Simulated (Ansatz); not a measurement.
# Cl3GeH3Si: ladder of methods at one geometry in Python

How do the methods compare on Cl3GeH3Si, in result and in cost? Wanted for Cl3GeH3Si: a ladder of methods at one geometry. SMILES: [Cl][GeH2][SiH](Cl)Cl.

Program: the Python package of Ansatz 0.2.0. The levels of theory stand in the script. These are calculated values, not measurements.

**1. The structure**

Bond lengths: Cl1–Ge2 2.185 Å, Ge2–Si3 2.286 Å, Si3–Cl4 2.156 Å, Si3–Cl5 2.102 Å, Ge2–H6 1.548 Å, Ge2–H7 1.553 Å, Si3–H8 1.465 Å. Angles: Cl1–Ge2–Si3 107.9°, Cl1–Ge2–H6 111.0°, Cl1–Ge2–H7 110.8°, Si3–Ge2–H6 109.0°, Si3–Ge2–H7 108.3°, H6–Ge2–H7 109.7°, Ge2–Si3–Cl4 111.2°, Ge2–Si3–Cl5 110.6°, Ge2–Si3–H8 112.4°, Cl4–Si3–Cl5 107.4°, Cl4–Si3–H8 107.1°, Cl5–Si3–H8 107.8°.

The script holds or builds the structure itself.

**2. The script**

File methods_cl3geh3si.py:

```python
from pathlib import Path

import ansatz as az
import numpy as np

GEOMETRY = '''
Cl   -1.86900   -1.40010    1.46760
Ge   -1.17020    0.15630    0.10220
Si    1.06010   -0.18300   -0.26440
Cl    2.17890   -0.07110    1.57570
Cl    1.82930    1.28470   -1.55800
H    -1.91950    0.08500   -1.25000
H    -1.35350    1.56460    0.72960
H     1.33620   -1.49350   -0.85840
'''

cl3geh3si = az.Crystal.molecule()
for line in GEOMETRY.strip().splitlines():
    symbol, *xyz = line.split()
    cl3geh3si = cl3geh3si.atom(symbol, [float(v) for v in xyz])

base = cl3geh3si.calculation().basis(gaussian='def2-SVP')

print('functional    E (Ha)        dipole (D)   HOMO (eV)  LUMO (eV)')
for name in ['hse06', 'lc_wpbe', 'lda', 'r2scan0', 'pbe', 'cam_b3lyp']:
    report = base.functional(name).forces().orbitals().run(threads=1, runs_dir='runs').report
    lines = Path(report['orbitals_path']).read_text().splitlines()
    field_of = lambda key: [line.split('=')[1].strip() for line in lines if line.startswith(key)]
    orbitals = [(27.211386 * float(e), s, float(n)) for e, s, n in zip(field_of('Ene='), field_of('Spin='), field_of('Occup='))]
    homo = max(e for e, _, n in orbitals if n > 0.5)
    lumo = min(e for e, _, n in orbitals if n < 0.5)
    dipole = 4.803205 * np.linalg.norm(report['charge_distribution']['dipole_moment_e_ang'])
    print(f'{name:10s} {report["free_energy_ev"] / 27.211386246:14.6f} {dipole:9.3f} {homo:11.3f} {lumo:10.3f}')
```

**3. What the engine is handed**

The package turns the script's settings into the engine's input (first run):

```yaml
crystal:
  periodic: [false, false, false]
  atoms:
    - { symbol: Cl, position_ang: [-1.869, -1.4001, 1.4676] }
    - { symbol: Ge, position_ang: [-1.1702, 0.1563, 0.1022] }
    - { symbol: Si, position_ang: [1.0601, -0.183, -0.2644] }
    - { symbol: Cl, position_ang: [2.1789, -0.0711, 1.5757] }
    - { symbol: Cl, position_ang: [1.8293, 1.2847, -1.558] }
    - { symbol: H, position_ang: [-1.9195, 0.085, -1.25] }
    - { symbol: H, position_ang: [-1.3535, 1.5646, 0.7296] }
    - { symbol: H, position_ang: [1.3362, -1.4935, -0.8584] }
basis:
  gaussian:
    orbitals: def2-SVP
hamiltonian:
  xc: hse06
output:
  orbitals: {}
  forces: true
```

**4. Launch**

Started as:

```bash
python methods_cl3geh3si.py
```

Output:

```text
functional    E (Ha)        dipole (D)   HOMO (eV)  LUMO (eV)
hse06        -3747.383844     1.838      -7.984     -1.852
lc_wpbe      -3747.499314     2.009     -11.030      0.713
lda          -3739.437911     1.645      -7.100     -2.488
r2scan0      -3748.104311     1.923      -8.622     -1.413
pbe          -3747.210182     1.651      -7.058     -2.275
cam_b3lyp    -3748.402477     1.826      -9.590     -0.281
```

Wall time 36 s (1 thread of Arm Neoverse V2, shared host); peak memory 0.46 GiB.

**5. Inputs of later runs**

The engine's inputs for some of the other runs:

Run 3, against run 1:

```diff
@@ -16 +16 @@
-  xc: hse06
+  xc: lda
```

Run 5, against run 1:

```diff
@@ -16 +16 @@
-  xc: hse06
+  xc: pbe
```

Run 6, against run 1:

```diff
@@ -16 +16 @@
-  xc: hse06
+  xc: cam_b3lyp
```

**6. Run by run**

One row for each of the 6 runs:

| run | functional | energy (eV) | SCF cycles | CPU time (s) |
| --- | --- | --- | --- | --- |
| 1 | hse06 | -101971.5092 | 16 | 6.7 |
| 2 | lc_wpbe | -101974.6513 | 16 | 5.2 |
| 3 | lda | -101755.2893 | 17 | 2.3 |
| 4 | r2scan0 | -101991.1141 | 15 | 11 |
| 5 | pbe | -101966.7836 | 17 | 3.7 |
| 6 | cam_b3lyp | -101999.2276 | 17 | 6.8 |

Totals hang on method, basis and potentials, so only like runs compare.

The fields below are those of run 1.

**7. Orbitals and fields**

Orbitals, density, ELF and potential are computed afterwards from the orbital file.

Frontier orbitals at HSE06/def2-SVP, with the share of their density that lies nearest to each atom:

| orbital | energy (eV) | lies on |
| --- | --- | --- |
| HOMO | -7.98 | Cl1 24 %; Cl4 19 %; Ge2 13 % |
| LUMO | -1.85 | Ge2 25 %; Cl1 20 %; Si3 20 % |

ELF in a plane through or near 2 of the atoms.

Values, 10 rows by 14 columns:
```
0.00 0.00 0.00 0.00 0.00 0.00 0.00 0.00 0.00 0.00 0.00 0.00 0.00 0.00
0.00 0.00 0.03 0.15 0.25 0.13 0.00 0.00 0.00 0.01 0.00 0.00 0.00 0.00
0.00 0.03 0.46 0.72 0.83 0.68 0.09 0.01 0.52 0.89 0.77 0.11 0.00 0.00
0.00 0.16 0.71 0.89 0.84 0.69 0.10 0.09 0.92 1.00 0.99 0.48 0.01 0.00
0.00 0.03 0.41 0.58 0.66 0.37 0.46 0.59 0.18 0.42 0.72 0.11 0.00 0.00
0.00 0.00 0.01 0.05 0.28 0.56 0.13 0.80 0.17 0.17 0.46 0.35 0.09 0.00
0.00 0.00 0.02 0.12 0.26 0.32 0.17 0.12 0.44 0.74 0.21 0.89 0.56 0.02
0.00 0.00 0.07 0.31 0.45 0.31 0.05 0.03 0.72 0.85 0.23 0.85 0.48 0.01
0.00 0.00 0.00 0.09 0.23 0.16 0.01 0.00 0.40 0.63 0.60 0.37 0.08 0.00
0.00 0.00 0.00 0.00 0.00 0.00 0.00 0.00 0.00 0.02 0.03 0.01 0.00 0.00
```
The map spans 9.6 Å across and 8.6 Å up, centred on the molecule. Atoms in the plane (x, y in Å): Cl1 (2.2, -1.6), Si3 (-1.1, -0.1).

On the surface of density 0.002 e/bohr³ the electrostatic potential runs, from the 1st to the 99th percentile, from -0.46 V near Cl4 to 1.71 V near H8.

**8. Summary of results**

| quantity | value |
| --- | --- |
| runs compared | 6 |
| HOMO-LUMO gap of the mean field (HSE06/def2-SVP) | 6.13 eV |

The dearest, run 4 (r2scan0), took some 4.7 times as long as run 3 (lda). The geometry is a force-field or estimated start, not a minimum of this method, and the basis set is short of its limit. A lower total doesn't mark the better method: functionals have no common bound, and MP2 and coupled cluster aren't variational. Levels such as HOMO and LUMO are orbital energies: with these approximate functionals they aren't the ionisation energy and electron affinity, and their gap isn't the fundamental gap. hse06 follows the composition of plane-wave codes, whose totals differ by tens of mHa, up to about 0.1 Ha, from the form usual in Gaussian-basis programs (wpbeh).
